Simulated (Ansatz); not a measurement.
# CH₅BSn (SMILES [BH]1[CH2][SnH2]1): single points off equilibrium

How do the functionals fare away from a minimum? The structure is a structure displaced at random from a GFN2-xTB minimum.

The runs use Ansatz 0.2.0, Gaussian basis; single points in def2-TZVPP.

Cores are frozen in the correlated methods. Filled d shells of the heavier atoms are correlated. Core potentials replace the inner electrons past krypton, and spin-orbit coupling is left out.

### Step 1. Where the work starts

SMILES `[BH]1[CH2][SnH2]1`, 8 atoms, charge 0, spin multiplicity 1.

Atoms are counted from 1 here; the program's logs count them from 0.

Bond lengths: B1–C2 1.417 Å, B1–H4 1.072 Å, C2–H5 1.078 Å, C2–H6 1.091 Å, Sn3–H7 1.714 Å, Sn3–H8 1.809 Å. Angles: C2–B1–H4 176.0°, B1–C2–H5 125.5°, B1–C2–H6 131.5°, H5–C2–H6 99.7°, H7–Sn3–H8 82.9°.

Geometry (Å):

```
atom    x (Å)    y (Å)    z (Å)
  B1  -0.7858   0.4980  -0.6770
  C2  -0.0102   1.1694   0.3007
 Sn3   1.0667  -1.2258   0.7222
  H4  -1.4035   0.0561  -1.4333
  H5  -0.3404   1.4247   1.2941
  H6   0.8390   1.8478   0.2093
  H7  -0.4231  -2.0508   0.5275
  H8   1.1845  -1.4797  -1.0655
```

### Step 2. CCSD(T)/def2-TZVPP

run/in.yaml

```yaml
crystal:
  periodic: [false, false, false]
  atoms:
    - {symbol: B, position_ang: [-0.785800, 0.498000, -0.677000]}
    - {symbol: C, position_ang: [-0.010200, 1.169400, 0.300700]}
    - {symbol: Sn, position_ang: [1.066700, -1.225800, 0.722200]}
    - {symbol: H, position_ang: [-1.403500, 0.056100, -1.433300]}
    - {symbol: H, position_ang: [-0.340400, 1.424700, 1.294100]}
    - {symbol: H, position_ang: [0.839000, 1.847800, 0.209300]}
    - {symbol: H, position_ang: [-0.423100, -2.050800, 0.527500]}
    - {symbol: H, position_ang: [1.184500, -1.479700, -1.065500]}
basis:
  gaussian: {orbitals: def2-TZVPP}
correlation: {method: ccsd_t}
output: {forces: true}
```

The command line of these runs was not kept.

### Step 3. PBE0-D4/def2-TZVPP

run/in.yaml, as its differences from that of step 2:

```diff
@@ -13,3 +13,3 @@
   gaussian: {orbitals: def2-TZVPP}
-correlation: {method: ccsd_t}
-output: {forces: true}
+hamiltonian: {xc: pbe0, dispersion: d4}
+output: {forces: true, orbitals: {seedname: orbitals}}
```

### Step 4. wB97M-V/def2-TZVPP

run/in.yaml, as its differences from that of step 3:

```diff
@@ -13,3 +13,3 @@
   gaussian: {orbitals: def2-TZVPP}
-hamiltonian: {xc: pbe0, dispersion: d4}
-output: {forces: true, orbitals: {seedname: orbitals}}
+hamiltonian: {xc: {name: wB97M-V}}
+output: {forces: true}
```

### Step 5. r2SCAN-D4/def2-TZVPP

run/in.yaml, as its differences from that of step 4:

```diff
@@ -13,3 +13,3 @@
   gaussian: {orbitals: def2-TZVPP}
-hamiltonian: {xc: {name: wB97M-V}}
+hamiltonian: {xc: r2scan, dispersion: d4}
 output: {forces: true}
```

### Step 6. PBE-D4/def2-TZVPP

run/in.yaml, as its differences from that of step 5:

```diff
@@ -13,3 +13,3 @@
   gaussian: {orbitals: def2-TZVPP}
-hamiltonian: {xc: r2scan, dispersion: d4}
+hamiltonian: {xc: pbe, dispersion: d4}
 output: {forces: true}
```

### Step 7. B97M-V/def2-TZVPP

run/in.yaml, as its differences from that of step 6:

```diff
@@ -13,3 +13,3 @@
   gaussian: {orbitals: def2-TZVPP}
-hamiltonian: {xc: pbe, dispersion: d4}
+hamiltonian: {xc: {name: B97M-V}}
 output: {forces: true}
```

### Step 8. CAM-B3LYP-D4/def2-TZVPP

run/in.yaml, as its differences from that of step 7:

```diff
@@ -13,3 +13,3 @@
   gaussian: {orbitals: def2-TZVPP}
-hamiltonian: {xc: {name: B97M-V}}
+hamiltonian: {xc: {name: CAM-B3LYP}, dispersion: d4}
 output: {forces: true}
```

(Steps that only read results are left out.)

**Question.** What will these runs give? Wanted: energy less free atoms, CCSD(T)/def2-TZVPP; RMS force component; RMS force error; HOMO and LUMO, PBE0-D4; T1 diagnostic.

The runs gave:

| quantity | value |
| --- | --- |
| energy less free atoms, CCSD(T)/def2-TZVPP | -557.4 kcal/mol |
| RMS force component | 1.168 to 1.245 eV/Å over the methods |
| RMS force error | PBE0-D4 0.129, wB97M-V 0.152, r2SCAN-D4 0.114, PBE-D4 0.181, B97M-V 0.184, CAM-B3LYP-D4 0.201 eV/Å |
| HOMO and LUMO, PBE0-D4 | -6.20 and -2.33 eV |
| T1 diagnostic | 0.016 |

**Reading.** Against CCSD(T) the functionals' energies less atoms differ by -26.0 to -15.4 kcal/mol, PBE-D4 by -24.8 kcal/mol. A larger basis would deepen the CCSD(T) value, while the functionals are nearly converged already, so the order here is not reliable. On forces the order runs from r2SCAN-D4 to CAM-B3LYP-D4. Frozen-core CCSD(T) forces in triple zeta carry basis errors of their own, and this is one geometry, so small gaps rank nothing.
